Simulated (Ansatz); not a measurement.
# SiClOF2 (SMILES [O][Si](F)(F)Cl): UB3LYP/def2-SVP

What is the vertical ionisation energy of SiClOF2 at UB3LYP/def2-SVP? 

The results are computed with Ansatz 0.2.0.

70 further runs of the same task are left out: 2 that didn't finish, 68 set aside as unsound or not needed. Runs told in other sessions of the task aren't counted.

### Step 1. The structure to begin with

SiClOF2: 5 atoms, total charge 0, spin state doublet. SMILES: `[O][Si](F)(F)Cl`. The coordinates come from a PBE0-D4/def2-TZVP relaxation.

Bond lengths: O1–Si2 1.641 Å, Si2–F3 1.569 Å, Si2–F4 1.569 Å, Si2–Cl5 2.005 Å. Angles: O1–Si2–F3 112.3°, O1–Si2–F4 112.3°, O1–Si2–Cl5 102.8°, F3–Si2–F4 106.3°, F3–Si2–Cl5 111.7°, F4–Si2–Cl5 111.7°.

### Step 2. The energy at UB3LYP/def2-SVP

File input.yaml:

```yaml
basis:
  gaussian: {orbitals: def2-SVP}
crystal:
  periodic: [false, false, false]
  atoms:
    - {symbol: O, position_ang: [-0.173100, 0.048700, 1.622400]}
    - {symbol: Si, position_ang: [0.071000, -0.092200, 0.005600]}
    - {symbol: F, position_ang: [-0.374600, -1.493300, -0.542700]}
    - {symbol: F, position_ang: [1.581700, 0.074400, -0.383900]}
    - {symbol: Cl, position_ang: [-1.055100, 1.388700, -0.742800]}
magnetization: {spin_polarized: true, initial_magnetization: 1}
hamiltonian: {xc: {name: B3LYP}}
accuracy: high
output: {orbitals: {seedname: orbitals}}
```

Launch:

```console
$ ansatz run input.yaml --threads 1 --pin off --max-ram 2610MiB --events-out events.jsonl --progress --plain --runs-dir runs
```

Output:

```text
Warning: RAYON_NUM_THREADS=1 ignored (pool sized by the plan → 1); use --threads N
Functional definition: B3LYP
  name "B3LYP"
  parameter a0 = 0.2
  parameter ax = 0.72
  parameter ac = 0.81
  exchange = (1 - a0 - ax)*slater_x + ax*b88_x + a0*exact_x
  correlation = (1 - ac)*vwn_rpa_c + ac*lyp_c
1499 factors; integrals over basis functions are off by at most 3.7e-9 eV
mean field evaluation 1: about -27858.0521 eV, gradient 5.4e1 eV
mean field evaluation 2: about -27712.0806 eV, gradient 1.6e2 eV
mean field evaluation 4: about -27870.5325 eV, gradient 2.3e1 eV
mean field evaluation 8: about -27872.5070 eV, gradient 6.2e-1 eV
mean field evaluation 16: about -27872.6375 eV, gradient 2.0e-3 eV
mean field evaluation 32: about -27872.6375 eV, gradient 2.3e-6 eV
mean field -27872.63745228 eV, -1024.3005336191 hartree, gradient 6.2e-8 eV, S^2 0.752769; 2 other end points of the search recorded, 0 dependent functions left out
reference -27872.63748255 eV, -1024.3005347313 hartree; 29, 28 occupied and 49, 50 virtual orbitals, 1499 factors
Total energy: -27872.63748255 eV, -1024.3005347313 hartree
```

Run time: 22 s. Hardware: 1 thread of Intel Xeon Platinum 8259CL at 2.50GHz (Skylake/Cascade Lake), shared host; peak memory 0.37 GiB.

### Step 3. The singlet cation at the same level

File in.yaml:

```yaml
basis:
  gaussian:
    orbitals: def2-SVP
crystal:
  periodic: [false, false, false]
  atoms:
    - symbol: O
      position_ang: [-0.173100, 0.048700, 1.622400]
    - symbol: Si
      position_ang: [0.071000, -0.092200, 0.005600]
    - symbol: F
      position_ang: [-0.374600, -1.493300, -0.542700]
    - symbol: F
      position_ang: [1.581700, 0.074400, -0.383900]
    - symbol: Cl
      position_ang: [-1.055100, 1.388700, -0.742800]
total_charge: 1
hamiltonian:
  xc: {name: B3LYP}
accuracy: high
output:
  orbitals: {seedname: orbitals}
```

Launch:

```console
$ ansatz run in.yaml --threads 1 --pin off --max-ram 2610MiB --events-out events.jsonl --progress --plain --runs-dir runs
```

Output, cut to the lines that bear on the results:

```text
Warning: RAYON_NUM_THREADS=1 ignored (pool sized by the plan → 1); use --threads N
[... 7 set-up lines as earlier in the session ...]
1496 factors; integrals over basis functions are off by at most 3.6e-9 eV
mean field evaluation 1: about -27827.0002 eV, gradient 1.1e2 eV
mean field evaluation 2: about -27561.9361 eV, gradient 2.8e2 eV
mean field evaluation 4: about -27831.8015 eV, gradient 1.1e2 eV
mean field evaluation 8: about -27858.7698 eV, gradient 1.4e0 eV
mean field evaluation 16: about -27858.9078 eV, gradient 1.2e-2 eV
mean field evaluation 32: about -27858.9079 eV, gradient 4.6e-7 eV
mean field -27858.90785007 eV, -1023.7959800441 hartree, gradient 4.3e-8 eV, S^2 0.000000; 4 other end points of the search recorded, 0 dependent functions left out
reference -27858.90788007 eV, -1023.7959811465 hartree; 28, 28 occupied and 50, 50 virtual orbitals, 1496 factors
Total energy: -27858.90788007 eV, -1023.7959811465 hartree
```

It took 12 s on 1 thread of Intel Xeon Platinum 8259CL at 2.50GHz (Skylake/Cascade Lake), shared host; peak memory 0.25 GiB.

### Step 4. What came out

At UB3LYP/def2-SVP:

```
                                           quantity           value
                      doublet SiClOF2: total energy  -1024.30053 Eh
doublet SiClOF2: HOMO energy (highest over α and β)        -9.60 eV
 doublet SiClOF2: LUMO energy (lowest over α and β)        -6.05 eV
                              doublet SiClOF2: ⟨S²⟩           0.753
                       singlet cation: total energy  -1023.79598 Eh
                        singlet cation: HOMO energy       -17.68 eV
                        singlet cation: LUMO energy       -16.15 eV
                      singlet cation: HOMO–LUMO gap         1.53 eV
 vertical ionisation energy (to the singlet cation)       13.730 eV
```

In words: The vertical ionisation energy comes to 13.73 eV (317 kcal/mol). Only the singlet of the ionised species was computed; a triplet could lie lower.
